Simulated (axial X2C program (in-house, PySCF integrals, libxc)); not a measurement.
# All-electron X2C curves of AuAl

What are the state, bond length, wavenumber and bond energy of AuAl, and what does spin–orbit coupling change?

The runs use an in-house X2C program for linear molecules on PySCF integrals; all-electron X2C, Au dyall-cv3z, Al dyall-v3z.

All values are calculated.

### 1 The job

File task.json:

```json
{"zs": [79, 13], "q": 0, "bas": ["dyall-cv3z", "dyall-v3z"], "levels": ["PBE0", "HF", "TPSSh"], "cc": true, "r0": 2.5, "thr": -2.0, "nmax": 90, "npts": 10, "nst": 2, "ntry": 6}
```

Keys: zs atomic numbers; q charge; bas basis sets; levels methods (HF also brings MP2); cc coupled cluster on or off; r0 starting distance in Å; thr threshold in hartree for freezing inner shells (an s shell follows its p shell); nmax most natural virtual spinors; npts points asked for on the curve; nst determinants followed; ntry starts of the search.

On the command line:

```
> python so2c.py task.json out
```

Spin-free means the one-electron spin-free X2C Hamiltonian; two-component (2c) means X2C with spin–orbit coupling and atomic mean-field two-electron Coulomb and Gaunt terms. Basis: Au dyall-cv3z contracted to [13s14p9d6f4g], Al dyall-v3z contracted to [8s8p2d1f]; Gaussian nuclei, density fitting. Masses: Au 196.967 u, Al 26.982 u.

Notation: σ, π±, δ± give the projection m of an orbital's angular momentum (0, ±1, ±2), α and β its spin, Λ and M_S the sums; ω is the projection of a spinor's total angular momentum and Ω the sum. Logs are in hartree.

The results follow Hamiltonian by Hamiltonian and level by level.

### 2 Which state to follow

PBE0 moves the distance from 2.500 Å to 2.372 Å and compares determinants there.

Spin-free determinants:

```tsv
ΔE (eV)	state	open shells
0.00	M_S = 0, Λ = 0	closed shell
1.84	M_S = 1, Λ = 1	beyond closed shells: σα, π+α
2.16	M_S = 0, Λ = 1	beyond closed shells: σα, π+β
2.74	M_S = 1, Λ = 0	beyond closed shells: 2 × σα
4.49	M_S = 1, Λ = 0	beyond closed shells: π+α, π-α
4.90	M_S = 1, Λ = 3	beyond closed shells: π+α, δ+α, δ+β, δ-α
4.97	M_S = 0, Λ = 1	beyond closed shells: π-β, δ+α, δ+β, δ-α
```

Two-component determinants:

| ΔE (eV) | state | open shells |
| --- | --- | --- |
| 0.00 | Ω = 0 | closed shell |
| 1.91 | Ω = 2 | excess of +ω over −ω: ω = 1/2, ω = 3/2 |
| 2.07 | Ω = 1 | excess of +ω over −ω: 2 × ω = 1/2 |
| 2.23 | Ω = 1 | excess of +ω over −ω: ω = -1/2, ω = 3/2 |
| 4.16 | Ω = 2 | excess of +ω over −ω: ω = -1/2, ω = 5/2 |
| 4.21 | Ω = 3 | excess of +ω over −ω: ω = 1/2, ω = 5/2 |
| 4.42 | Ω = 4 | excess of +ω over −ω: ω = 3/2, ω = 5/2 |

### 3 PBE0, spin-free

State followed: M_S = 0, Λ = 0 (closed shell). The scan is laid around 2.372 Å, a first estimate of the minimum, and this SCF restarts from the orbitals of the search.

The SCF at the reference distance of 2.372 Å:

```text
spin-free X2C-1e  PBE0
basis functions 227  fitting functions 1160  grid points 5082
iter        total energy     max residual
   1     -19257.379656617     8.72e-06
   2     -19257.379656616     1.09e-05
converged
one-electron -26861.71660668  Coulomb 7763.37408512  exact exchange -95.53179766  xc functional -292.62211463  nuclear repulsion 229.11677724
```

Along the bond, energies from the lowest point:

```csv
R (Å),E (eV),μ (D),HOMO (eV),LUMO (eV),iterations
2.064,0.6451,0.30,-5.65,-2.04,11
2.159,0.2618,0.53,-5.72,-2.04,11
2.230,0.1015,0.73,-5.76,-2.05,11
2.301,0.0211,0.96,-5.79,-2.07,10
2.372,0.0000,1.20,-5.81,-2.09,2
2.455,0.0321,1.50,-5.82,-2.12,10
2.538,0.1067,1.82,-5.82,-2.15,10
2.645,0.2450,2.24,-5.80,-2.21,10
2.775,0.4522,2.78,-5.74,-2.28,10
2.965,0.7861,3.57,-5.63,-2.40,10
```

Dipoles are positive if Al is the positive end.

Outer orbitals at the reference distance:

```
symmetry  occupied  ε (eV)              atomic character
      σα       yes  -10.70  40% Au d, 38% Al s, 13% Au s
     π-α       yes   -8.78             94% Au d, 3% Al p
     π+α       yes   -8.78             94% Au d, 3% Al p
     δ-α       yes   -8.29                     100% Au d
     δ+α       yes   -8.29                     100% Au d
      σα       yes   -8.06  56% Au d, 24% Al s, 13% Au s
      σα       yes   -5.81  43% Al p, 35% Au s, 12% Al s
     π+α        no   -2.09   72% Al p, 21% Au p, 4% Au d
     π-α        no   -2.09   72% Al p, 21% Au p, 4% Au d
      σα        no   -1.18  44% Au p, 30% Al p, 17% Au s
     π+α        no    0.48  69% Au p, 14% Al p, 13% Al d
```

PBE0 fields in the half plane through the axis: z from -2.4 to 4.5 Å across, distance from the axis 0.15 to 2.25 Å upwards; Au lies at z = 0 and Al at z = 2.372 Å; the ELF is damped to zero where the density is low.

log10 density (e/bohr³). Ten even steps from ' ' (-4.31 ) to '@' (1.88 ):
```
      ......::::::::::::......................  
    ....::::::::----::::::::::::::::::::::......
  ....::::------------------------------::::::..
....::::----==========--------------------::::::
....::----====++++++==================------::::
..::::--====++******++++================------::
..::----==++**######**++++====****++======----::
..::----==++**%%@@%%**++++==++##%%##++====----::
```

ELF. Ten even steps from ' ' (0.00 ) to '@' (1.00 ):
```
          ............          ..::====--..    
        ....::::::::::....    ..--**##%%%%**--  
      ....::::----------::....::++%%@@@@@@@@##==
    ....::::------------------==##@@@@@@@@@@@@##
    ....::::----==----======----==##@@@@@@@@@@@@
  ......::::--++++++====++++..    ..++@@@@@@@@@@
  ......::--++**==**++==++==  ==##--  %%@@@@@@@@
  ......::--**------**==++::..%%--%%  ++@@@@@@@@
```

Re = 2.366 Å, ωe = 322 cm⁻¹, ωexe = 1.23 cm⁻¹, Be = 0.1269 cm⁻¹, De = 3.25 eV, μ = 1.18 D.

### 4 HF, spin-free

The SCF at the reference distance of 2.372 Å:

```text
spin-free X2C-1e  HF
basis functions 227  fitting functions 1160  grid points 5082
iter        total energy     max residual
   1     -19251.352934976     9.01e-01
   2     -19251.394116332     1.66e-02
   3     -19251.395298719     1.98e-02
   4     -19251.397189511     1.33e-03
   5     -19251.397366558     4.68e-04
   6     -19251.397413288     2.33e-04
   7     -19251.397427376     1.27e-04
   8     -19251.397430283     3.93e-05
   9     -19251.397430590     1.47e-05
  10     -19251.397430607     3.36e-06
  11     -19251.397430608     1.31e-06
converged
one-electron -26864.61719894  Coulomb 7766.47056312  exact exchange -382.36757203  xc functional 0.00000000  nuclear repulsion 229.11677724
```

Re = 2.456 Å, ωe = 272.2 cm⁻¹, ωexe = 1 cm⁻¹, Be = 0.1177 cm⁻¹, De = 1.54 eV, μ = 0.19 D.

### 5 TPSSh, spin-free

Output at 2.372 Å:

```text
spin-free X2C-1e  TPSSh
basis functions 227  fitting functions 1160  grid points 5082
iter        total energy     max residual
   1     -19257.033038096     2.28e-01
   2     -19257.033299410     1.51e-02
   3     -19257.027256604     2.50e-02
   4     -19257.034209015     3.95e-03
   5     -19257.034683213     3.09e-04
   6     -19257.034685314     1.69e-04
   7     -19257.034685862     2.20e-05
   8     -19257.034685881     1.69e-06
   9     -19257.034685881     4.02e-07
converged
one-electron -26859.64649941  Coulomb 7761.25631671  exact exchange -38.20713627  xc functional -349.55414415  nuclear repulsion 229.11677724
```

Re = 2.362 Å, ωe = 327 cm⁻¹, ωexe = 1.24 cm⁻¹, Be = 0.1273 cm⁻¹, De = 3.36 eV, μ = 1.06 D.

### 6 Correlated methods, spin-free

Correlated methods: 14 electrons correlated (frozen shells, counted by type: Au 5 s, 4 p, 2 d, 1 f; Al 2 s, 1 p), 260 virtual spinors in MP2, 88 natural virtuals in coupled cluster.

Output of the correlated part at 2.372 Å:

```text
correlated 14  virtual 260  natural virtual 88  E(MP2) -0.493820035  MP2 remainder -0.035315685
iter   CCSD correlation   residual
   1     -0.411766122   2.01e-01
   2     -0.429121481   8.29e-02
   3     -0.432842148   3.51e-02
   4     -0.432640834   1.10e-02
   5     -0.432737641   3.97e-03
   6     -0.432785707   1.48e-03
   7     -0.432775307   6.01e-04
   8     -0.432777568   1.70e-04
   9     -0.432779539   5.61e-05
  10     -0.432779125   1.71e-05
  11     -0.432779040   4.83e-06
  12     -0.432778953   1.82e-06
  13     -0.432778912   7.56e-07
  14     -0.432778907   3.10e-07
(T) -0.021854437  T1 0.0360  D1 0.0827  max T2 0.102
```

T1 in the output is the amplitude norm over the root of the electron number; divide by √2 for the Lee–Taylor value.

MP2: Re = 2.327 Å, ωe = 350 cm⁻¹, Be = 0.1312 cm⁻¹, De = 3.65 eV.

CCSD: Re = 2.377 Å, ωe = 319 cm⁻¹, ωexe = 1.11 cm⁻¹, Be = 0.1258 cm⁻¹, De = 3.25 eV. T1 at Re = 0.026 (Lee–Taylor, the printed value over √2).

CCSD(T): Re = 2.369 Å, ωe = 326 cm⁻¹, ωexe = 1.13 cm⁻¹, Be = 0.1266 cm⁻¹, De = 3.40 eV. T1 at Re = 0.025 (Lee–Taylor, the printed value over √2).

### 7 A higher determinant, spin-free

State: M_S = 1, Λ = 1 (beyond closed shells: σα, π+α).

Output at the reference distance:

```text
spin-free X2C-1e  PBE0
basis functions 227  fitting functions 1160  grid points 5082
iter        total energy     max residual
   1     -19257.311912937     3.88e-06
   2     -19257.311912938     4.72e-06
converged
one-electron -26860.28002014  Coulomb 7762.01373500  exact exchange -95.54130564  xc functional -292.62109940  nuclear repulsion 229.11677724
```

```csv
R (Å),E above the lowest PBE0 point (eV)
2.064,2.324
2.159,2.005
2.230,1.885
2.301,1.838
2.372,1.843
2.455,1.897
2.538,1.983
2.645,2.121
2.775,2.303
```

Re = 2.326 Å, ωe = 325 cm⁻¹, ωexe = 1.85 cm⁻¹, Be = 0.1313 cm⁻¹, μ = -0.07 D. Te = 1.83 eV.

### 8 The spin-free curves together

Energy (eV) of the followed determinant, spin-free, from each level's lowest point:

```csv
R (Å),PBE0,HF,MP2,CCSD,CCSD(T),TPSSh
2.064,0.645,0.882,0.549,n/a,n/a,0.647
2.159,0.262,0.437,0.192,0.289,0.277,0.260
2.230,0.101,0.228,0.055,0.118,0.109,0.099
2.301,0.021,0.097,0.000,0.028,0.023,0.019
2.372,0.000,0.026,0.006,0.000,0.000,0.000
2.455,0.032,0.000,0.069,0.025,0.031,0.035
2.538,0.107,0.019,0.175,0.094,0.107,0.114
2.645,0.245,0.091,0.351,0.228,0.250,0.259
2.775,0.452,0.224,0.600,n/a,n/a,0.474
2.965,0.786,0.465,0.986,n/a,n/a,0.818
```

### 9 PBE0, 2c

State followed: Ω = 0 (closed shell). The scan is laid around 2.372 Å, a first estimate of the minimum, and this SCF restarts from the orbitals of the search.

Output at 2.372 Å:

```text
two-component X2C + atomic mean field  PBE0
basis functions 227  fitting functions 1160  grid points 5082
iter        total energy     max residual
   1     -19259.813343912     4.06e-06
   2     -19259.813343910     8.38e-06
converged
one-electron -26843.53385709  Coulomb 7760.45227102  exact exchange -95.51249525  xc functional -292.63209438  nuclear repulsion 229.11677724  atomic mean-field constant -17.70394544
```

Along the bond, energies from the lowest point:

```csv
R (Å),E (eV),μ (D),HOMO (eV),LUMO (eV),iterations
2.064,0.6445,0.32,-5.66,-2.18,12
2.159,0.2614,0.54,-5.73,-2.17,11
2.230,0.1012,0.74,-5.77,-2.17,11
2.301,0.0209,0.96,-5.80,-2.17,11
2.372,0.0000,1.19,-5.82,-2.18,2
2.455,0.0324,1.49,-5.84,-2.19,10
2.538,0.1074,1.81,-5.83,-2.21,10
2.645,0.2464,2.23,-5.81,-2.25,10
2.775,0.4548,2.77,-5.76,-2.31,10
2.965,0.7907,3.56,-5.64,-2.42,10
```

Dipoles are positive if Al is the positive end.

Outer spinors at the reference distance:

```csv
ω,occupied,ε (eV),atomic character,λ mixture
1/2,yes,-10.85,"50% Au d, 31% Al s, 10% Au s","93% σ, 7% π"
3/2,yes,-9.41,98% Au d,"67% δ, 33% π"
1/2,yes,-9.29,"74% Au d, 14% Al s, 6% Au s","75% π, 25% σ"
3/2,yes,-8.11,"95% Au d, 3% Al p","67% π, 33% δ"
1/2,yes,-7.83,"66% Au d, 17% Al s, 10% Au s","82% σ, 18% π"
5/2,yes,-7.73,100% Au d,100% δ
1/2,yes,-5.82,"42% Al p, 35% Au s, 12% Al s",100% σ
1/2,no,-2.18,"69% Al p, 25% Au p, 4% Au d","98% π, 2% σ"
3/2,no,-2.03,"73% Al p, 20% Au p, 5% Au d",100% π
1/2,no,-1.20,"43% Au p, 32% Al p, 16% Au s","96% σ, 4% π"
1/2,no,0.39,"66% Au p, 16% Al p, 14% Al d","98% π, 2% σ"
```

PBE0 fields in the half plane through the axis: z from -2.4 to 4.5 Å across, distance from the axis 0.15 to 2.25 Å upwards; Au lies at z = 0 and Al at z = 2.372 Å; the ELF is damped to zero where the density is low.

log10 density (e/bohr³). Ten even steps from '0' (-4.31 ) to '9' (1.88 ):
```
000111222222111111111110
001122223322222222222111
011223333333333333332221
112233444443333333333222
112334455544444444433322
122344566655444444443332
123345677765544665444332
123345689865545787544332
```

ELF. Ten even steps from ' ' (0.00 ) to '@' (1.00 ):
```
          ............          ..::====--..    
        ....::::::::::....    ..--**##%%%%**--  
      ....::::----------::....::++%%@@@@@@@@##==
    ....::::------------------==##@@@@@@@@@@@@##
    ....::::----==----======----==##@@@@@@@@@@@@
  ......::::==++++++====++++..    ..++@@@@@@@@@@
  ......::--++**==**++==++==  ==##--  %%@@@@@@@@
  ......::==**------**==++::..%%--%%  ++@@@@@@@@
```

Re = 2.365 Å, ωe = 322 cm⁻¹, ωexe = 1.22 cm⁻¹, Be = 0.127 cm⁻¹, De = 3.28 eV, μ = 1.17 D.

### 10 HF, 2c

Output at 2.372 Å:

```text
two-component X2C + atomic mean field  HF
basis functions 227  fitting functions 1160  grid points 5082
iter        total energy     max residual
   1     -19253.718735290     8.98e-01
   2     -19253.760141778     1.65e-02
   3     -19253.761348259     1.97e-02
   4     -19253.763221509     1.37e-03
   5     -19253.763406743     5.04e-04
   6     -19253.763457427     2.41e-04
   7     -19253.763473955     1.41e-04
   8     -19253.763477626     4.17e-05
   9     -19253.763478119     1.64e-05
  10     -19253.763478189     1.20e-05
  11     -19253.763478225     6.83e-06
  12     -19253.763478241     2.10e-06
  13     -19253.763478242     7.52e-07
converged
one-electron -26846.42646922  Coulomb 7763.53941323  exact exchange -382.28925404  xc functional 0.00000000  nuclear repulsion 229.11677724  atomic mean-field constant -17.70394544
```

Re = 2.454 Å, ωe = 274.1 cm⁻¹, ωexe = 1 cm⁻¹, Be = 0.118 cm⁻¹, De = 1.57 eV, μ = 0.18 D.

### 11 TPSSh, 2c

Output at 2.372 Å:

```text
two-component X2C + atomic mean field  TPSSh
basis functions 227  fitting functions 1160  grid points 5082
iter        total energy     max residual
   1     -19259.449106363     2.26e-01
   2     -19259.449370162     1.50e-02
   3     -19259.443117138     2.50e-02
   4     -19259.450258812     4.12e-03
   5     -19259.450768004     3.05e-04
   6     -19259.450770004     1.68e-04
   7     -19259.450770528     2.34e-05
   8     -19259.450770550     1.73e-06
   9     -19259.450770550     4.33e-07
converged
one-electron -26841.46720461  Coulomb 7758.33805180  exact exchange -38.19942727  xc functional -349.53502226  nuclear repulsion 229.11677724  atomic mean-field constant -17.70394544
```

Re = 2.363 Å, ωe = 328 cm⁻¹, ωexe = 1.23 cm⁻¹, Be = 0.1273 cm⁻¹, De = 3.39 eV, μ = 1.05 D.

### 12 Correlated methods, 2c

Correlated methods: 14 electrons correlated (frozen shells, counted by type: Au 5 s, 4 p, 2 d, 1 f; Al 2 s, 1 p), 260 virtual spinors in MP2, 90 natural virtuals in coupled cluster.

Output of the correlated part at 2.372 Å:

```text
correlated 14  virtual 260  natural virtual 90  E(MP2) -0.493720233  MP2 remainder -0.033530222
iter   CCSD correlation   residual
   1     -0.413249035   2.02e-01
   2     -0.430613318   8.35e-02
   3     -0.434396465   3.54e-02
   4     -0.434192965   1.12e-02
   5     -0.434293067   4.13e-03
   6     -0.434344108   1.60e-03
   7     -0.434332926   6.83e-04
   8     -0.434335718   2.25e-04
   9     -0.434337760   1.02e-04
  10     -0.434337389   5.33e-05
  11     -0.434337049   2.83e-05
  12     -0.434336914   1.06e-05
  13     -0.434336776   4.24e-06
  14     -0.434336796   1.48e-06
  15     -0.434336796   6.40e-07
(T) -0.022257336  T1 0.0364  D1 0.0836  max T2 0.088
```

MP2: Re = 2.327 Å, ωe = 351 cm⁻¹, Be = 0.1312 cm⁻¹, De = 3.68 eV.

CCSD: Re = 2.376 Å, ωe = 320 cm⁻¹, ωexe = 1.11 cm⁻¹, Be = 0.1258 cm⁻¹, De = 3.28 eV. T1 at Re = 0.026 (Lee–Taylor, the printed value over √2).

CCSD(T): Re = 2.368 Å, ωe = 327 cm⁻¹, ωexe = 1.13 cm⁻¹, Be = 0.1267 cm⁻¹, De = 3.43 eV. T1 at Re = 0.026 (Lee–Taylor, the printed value over √2).

### 13 A higher determinant, 2c

State: Ω = 2 (excess of +ω over −ω: ω = 1/2, ω = 3/2).

Output at the reference distance:

```text
two-component X2C + atomic mean field  PBE0
basis functions 227  fitting functions 1160  grid points 5082
iter        total energy     max residual
   1     -19259.743313301     1.51e-05
   2     -19259.743313325     1.78e-05
   3     -19259.743313337     7.41e-06
   4     -19259.743313343     4.38e-06
   5     -19259.743313347     1.29e-06
   6     -19259.743313347     2.69e-07
converged
one-electron -26842.09690157  Coulomb 7759.09526304  exact exchange -95.52253514  xc functional -292.63197148  nuclear repulsion 229.11677724  atomic mean-field constant -17.70394544
```

```csv
R (Å),E above the lowest PBE0 point (eV)
2.064,2.417
2.159,2.086
2.230,1.959
2.301,1.906
2.372,1.906
2.455,1.954
2.538,2.036
2.645,2.170
2.775,2.349
```

Re = 2.335 Å, ωe = 322 cm⁻¹, ωexe = 1.85 cm⁻¹, Be = 0.1303 cm⁻¹, μ = -0.15 D. Te = 1.90 eV.

### 14 The 2c curves together

Energy (eV) of the followed determinant, 2c, from each level's lowest point:

```csv
R (Å),PBE0,HF,MP2,CCSD,CCSD(T),TPSSh
2.064,0.645,0.879,0.548,n/a,n/a,0.647
2.159,0.261,0.434,0.191,0.288,0.276,0.260
2.230,0.101,0.225,0.055,0.117,0.109,0.099
2.301,0.021,0.095,0.000,0.028,0.023,0.019
2.372,0.000,0.025,0.006,0.000,0.000,0.000
2.455,0.032,0.000,0.070,0.025,0.031,0.035
2.538,0.107,0.021,0.176,0.095,0.108,0.114
2.645,0.246,0.094,0.352,0.229,0.251,0.259
2.775,0.455,0.230,0.602,n/a,n/a,0.475
2.965,0.791,0.475,0.990,n/a,n/a,0.820
```

The whole job took 3.4 min on 1 thread of Arm Neoverse V1, shared host.

### 15 Constants

Lowest determinant that the search found at its distance, spin-free: M_S = 0, Λ = 0 (closed shell).

Lowest determinant that the search found at its distance, 2c: Ω = 0 (closed shell).

| Hamiltonian | level | Re (Å) | ωe (cm⁻¹) | De (eV) | μ (D) |
| --- | --- | --- | --- | --- | --- |
| spin-free | PBE0 | 2.366 | 322 | 3.25 | 1.18 |
| spin-free | HF | 2.456 | 272.2 | 1.54 | 0.19 |
| spin-free | MP2 | 2.327 | 350 | 3.65 | n/a |
| spin-free | CCSD | 2.377 | 319 | 3.25 | n/a |
| spin-free | CCSD(T) | 2.369 | 326 | 3.40 | n/a |
| spin-free | TPSSh | 2.362 | 327 | 3.36 | 1.06 |
| 2c | PBE0 | 2.365 | 322 | 3.28 | 1.17 |
| 2c | HF | 2.454 | 274.1 | 1.57 | 0.18 |
| 2c | MP2 | 2.327 | 351 | 3.68 | n/a |
| 2c | CCSD | 2.376 | 320 | 3.28 | n/a |
| 2c | CCSD(T) | 2.368 | 327 | 3.43 | n/a |
| 2c | TPSSh | 2.363 | 328 | 3.39 | 1.05 |

Dipoles are positive if Al is the positive end.

Time per point (s) on 1 thread of Arm Neoverse V1, shared host (2c runs; CCSD comes with the CCSD(T) run); the times are rough: PBE0 0.58, HF 0.54, MP2 0.87, CCSD(T) 7.6, TPSSh 0.9.

What this shows: At CCSD(T), going from spin-free to two-component changes Re by 0 mÅ, ωe by +0.1 %; the spin-free picture holds up (part of it comes from the scalar share of the two-electron terms). De moves by +0.03 eV; both De rest on single-determinant atoms, which can miss part of an open shell's spin–orbit lowering.

De refers to Au + Al, each in the lowest determinant found, which need not be this curve's own limit. The state is a single determinant with fixed occupations, the lowest that a limited PBE0 search found. Closed shells are restricted here (equal orbitals for both partners), which fails at long range if the bond breaks into open shells. Dissociation energies refer to the lowest single-determinant-based atoms at the same level and basis. Coupled cluster ran in a truncated set of natural virtual spinors; the MP2 energy of the rest was added. The meta-GGAs lack a current-density term, which matters for open shells with orbital currents, atoms included. T1 at Re is 0.026 (Lee–Taylor), above the customary mark of 0.02.
